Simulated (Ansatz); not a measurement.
**CH₃BClFZn: up Jacob's ladder to CCSD(T)**

The task here is to estimate one member of a computed series from the others.

The runs use Ansatz 0.2.0, Gaussian basis; functionals in def2-TZVPP, the program's frozen cores in correlated methods.

Levels to be run: PBE-D4, r2SCAN-D4, PBE0-D4, B3LYP-D4, ωB97X-V, ωB97M-V, B2PLYP; CCSD(T)/def2-TZVPP; MP2/def2-QZVPP; extrapolation to the limit.

### The relaxed structure

The geometry comes from an earlier relaxation with PBE0-D4 in a triple-zeta def2 set; it is a stationary point, not always the lowest conformer.

SMILES `[F][Zn][CH2]BCl`, 8 atoms, charge 0, spin multiplicity 1.

Atoms are counted from 1 here; the program's logs count them from 0.

Bond lengths: F1–Zn2 1.750 Å, Zn2–C3 1.939 Å, C3–B4 1.518 Å, C3–H6 1.092 Å, C3–H7 1.092 Å, B4–Cl5 1.764 Å, B4–H8 1.195 Å. Angles: F1–Zn2–C3 177.8°, Zn2–C3–B4 101.8°, Zn2–C3–H6 104.5°, Zn2–C3–H7 104.3°, B4–C3–H6 116.8°, B4–C3–H7 115.3°, H6–C3–H7 112.0°, C3–B4–Cl5 121.0°, C3–B4–H8 123.1°, Cl5–B4–H8 115.8°.

Set-up of the first run:

Contents of in.yaml:

```yaml
crystal:
  periodic: [false, false, false]
  atoms:
    - {symbol: F, position_ang: [-0.075214, -2.487447, 2.122816]}
    - {symbol: Zn, position_ang: [0.246272, -1.115696, 1.085353]}
    - {symbol: C, position_ang: [0.668808, 0.411355, -0.033128]}
    - {symbol: B, position_ang: [-0.549125, 0.479772, -0.937230]}
    - {symbol: Cl, position_ang: [-1.969430, 1.419923, -0.477784]}
    - {symbol: H, position_ang: [0.807290, 1.235216, 0.670476]}
    - {symbol: H, position_ang: [1.602322, 0.132935, -0.527387]}
    - {symbol: H, position_ang: [-0.638722, -0.133158, -1.958817]}
basis:
  gaussian: {orbitals: def2-TZVPP}
hamiltonian: {xc: pbe, dispersion: d4}
output: {forces: true, orbitals: {seedname: orbitals}}
```

Launch:

```bash
ansatz run in.yaml --threads 4 --pin off --events-out ev --progress --plain --max-ram 10444MiB
```

Steps of the session up to this table: PBE-D4 (GGA); r2SCAN-D4 (meta-GGA); PBE0-D4 (hybrid); B3LYP-D4 (hybrid); ωB97X-V (range-separated); ωB97M-V (range-separated); B2PLYP (double hybrid); CCSD(T) in def2-TZVPP; MP2 in def2-QZVPP.

One of the session's tables, all rows but one given; the rest of the session is left out.

| method | atomisation energy (kcal/mol) |
| --- | --- |
| PBE-D4 | 666.1 |
| r2SCAN-D4 | 660.7 |
| PBE0-D4 | 655.3 |
| B3LYP-D4 | 644.9 |
| ωB97X-V | 654.4 |
| ωB97M-V | 653.6 |
| B2PLYP | 643.5 |
| HF/def2-TZVPP | 489.4 |
| MP2/def2-TZVPP | ? |
| CCSD/def2-TZVPP | 622.9 |
| CCSD(T)/def2-TZVPP | 633.6 |
| MP2/CBS | 673.8 |
| CCSD(T)/CBS | 650.0 |

Estimate the missing values for MP2/def2-TZVPP.

**Answer.** atomisation energy (kcal/mol): 657.4. In the column «atomisation energy (kcal/mol)» it lies between PBE0-D4 (655.3) and r2SCAN-D4 (660.7).
